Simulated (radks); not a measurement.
**Shell filling in a hard-walled sphere of radius 6.6 bohr*, with a point charge of +1 at the centre, N = 13 to 22**

Aim: add electrons one at a time to a hard-walled sphere of radius 6.6 bohr*, with a point charge of +1 at the centre, try the lowest free levels for each, keep the configuration of least energy, and see where shells close.

Method: non-relativistic spin-polarised Kohn-Sham, LDA (Slater exchange, Perdew-Wang correlation), spherically averaged shells; computed with radks, version 2.

### 1 The system

```
well                     : a hard-walled sphere of radius 6.6 bohr*, with a point charge of +1 at the centre
functional               : LDA (Slater exchange, Perdew-Wang correlation)
levels                   : named by radial order: 1s, 1p, 1d, 2s, 1f and so on
units                    : effective atomic units, hartree* and bohr*
configuration carried in : 1s2 1p6 1d(up 3, down 0) 2s(up 1, down 0) (N = 12, energy 12.660045)
```

Further steps of the session: 13 electrons; Electron number 14; 15 electrons; Electron number 16; 17 electrons; 18 electrons; 19 electrons; Electron number 20; 21 electrons; N = 22.

Before running it: what results should come out? Wanted: closed shells at N; most unpaired electrons; configuration at N = 22.

As calculated:

| quantity | value |
| --- | --- |
| closed shells at N | none in this range |
| most unpaired electrons | 6 at N = 14 |
| configuration at N = 22 | 1s2 1p6 1d10 2s(up 1, down 0) 1f(up 3, down 0) |

In words: No closed-shell configuration falls in this range. The largest moment in range is 6, first at N = 14: exchange favours parallel spins in open shells. The model keeps every shell spherical, so real clusters and dots, which can deform, may order levels otherwise.
